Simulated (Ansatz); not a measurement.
# GaH3Se3: the cost of one run

The runs use Ansatz 0.2.0, Gaussian basis; the settings change from run to run.

## 1. The relaxed structure

An earlier PBE0-D4 in a triple-zeta def2 set relaxation fixed the geometry.

SMILES `[SeH][Ga]([SeH])[SeH]`, 7 atoms, charge 0, spin multiplicity 1.

Atoms are counted from 1 here; the program's logs count them from 0.

Bond lengths: Se1–Ga2 2.324 Å, Se1–H5 1.468 Å, Ga2–Se3 2.323 Å, Ga2–Se4 2.325 Å, Se3–H6 1.469 Å, Se4–H7 1.469 Å. Angles: Ga2–Se1–H5 92.4°, Se1–Ga2–Se3 117.0°, Se1–Ga2–Se4 123.6°, Se3–Ga2–Se4 119.4°, Ga2–Se3–H6 92.0°, Ga2–Se4–H7 92.7°.

## 2. wPBEh/6-31G*

Set apart from the defaults: charge +1, multiplicity 2, restricted open-shell orbitals, coordinates scaled by 1.25.

in.yaml reads:

```yaml
crystal:
  periodic: [false, false, false]
  atoms:
    - {symbol: Se, position_ang: [-2.943314, -0.074291, 0.253293]}
    - {symbol: Ga, position_ang: [-0.046832, -0.024104, 0.468850]}
    - {symbol: Se, position_ang: [1.076737, -0.064812, 3.146564]}
    - {symbol: Se, position_ang: [1.736911, 0.063282, -1.823845]}
    - {symbol: H, position_ang: [-2.883617, -0.030206, -1.580698]}
    - {symbol: H, position_ang: [2.793534, -0.017191, 2.497098]}
    - {symbol: H, position_ang: [0.343206, 0.062447, -3.018513]}
basis:
  gaussian: {orbitals: "6-31G*"}
total_charge: 1
magnetization: {spin_polarized: false, initial_magnetization: 1}
hamiltonian: {xc: {name: wPBEh}}
output: {forces: true}
```

Run with:

```sh
> ansatz run in.yaml --threads 2 --pin off --events-out ev --progress --plain --max-ram 32768MiB --backend cpu
```

Q: Estimate wall time and peak memory on 2 threads of AMD EPYC 7R13, shared host.

About 2.4 min, with a peak of 0.96 GiB.
